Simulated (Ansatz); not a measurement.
## CH5BFNSi, SMILES C=NB(F)[SiH3]: energies of removing a hydrogen, step by step

Computed with the Ansatz DFT code, driven from Python.

Notebook, run cell by cell (the value of a cell's last expression is shown):

**Cell 1**
```python
import ansatz
```

**Cell 2**
```python
def single_point(molecule, charge=0, unpaired=0):
    calc = (
        molecule.calculation()
        .basis(gaussian="STO-3G")
        .functional("pbe", dispersion="d3bj")
        .accuracy("medium")
    )
    if charge:
        calc = calc.charge(charge)
    if unpaired:
        calc = calc.spin("collinear", total=unpaired)
    report = calc.run().report
    if report["published_state_doubts"]:
        print("  doubts:", report["published_state_doubts"])
    return report["free_energy_ev"]

def without(molecule, index):
    rest = ansatz.Crystal.molecule()
    for i, site in enumerate(molecule.cartesian_sites):
        if i != index:
            rest = rest.atom(site.symbol, site.position_ang)
    return rest

geometry_ang = [
    ("C", [-1.1672, 1.2284, -1.4647]),
    ("N", [-0.4367, 0.9955, -0.4959]),
    ("B", [-0.1081, -0.4179, -0.1236]),
    ("F", [-0.5357, -1.5344, -0.8477]),
    ("Si", [1.1171, -0.7409, 1.3705]),
    ("H", [-1.4383, 2.3248, -1.7099]),
    ("H", [-1.6383, 0.4952, -2.082]),
    ("H", [1.348, -2.1635, 1.5578]),
    ("H", [0.5287, -0.1476, 2.6507]),
    ("H", [2.4137, -0.0907, 1.1478]),
]
ch5bfnsi = ansatz.Crystal.molecule()
for symbol, xyz in geometry_ang:
    ch5bfnsi = ch5bfnsi.atom(symbol, xyz)
```

**Cell 3**
```python
whole = single_point(ch5bfnsi, 0)
hydrogen = single_point(ansatz.Crystal.molecule().atom("H", (0, 0, 0)), 0, 1)
print(f"E(molecule) = {whole:.5f} eV, E(H) = {hydrogen:.5f} eV")
for index in [6, 9]:
    radical = single_point(without(ch5bfnsi, index), 0, 1)
    print(f"H{index}: homolysis {(radical + hydrogen - whole):.3f} eV")
```
Output:
```text
E(molecule) = -13696.54977 eV, E(H) = -12.63631 eV
H6: homolysis 4.903 eV
H9: homolysis 5.219 eV
```

The settings weren't tested for convergence. The geometry is a force-field or estimated start, not a minimum of this method, and the basis set is short of its limit. All parts are taken at fixed geometry, without zero-point energy. This functional overbinds, so such energies come out a few per cent too high (LDA far more). Hardware and time: 4.7 s on 1 thread of Arm Neoverse V2, with other jobs on the host, peak memory 0.17 GiB.

(Lines on the test bed's own set-up are left out of the output.)
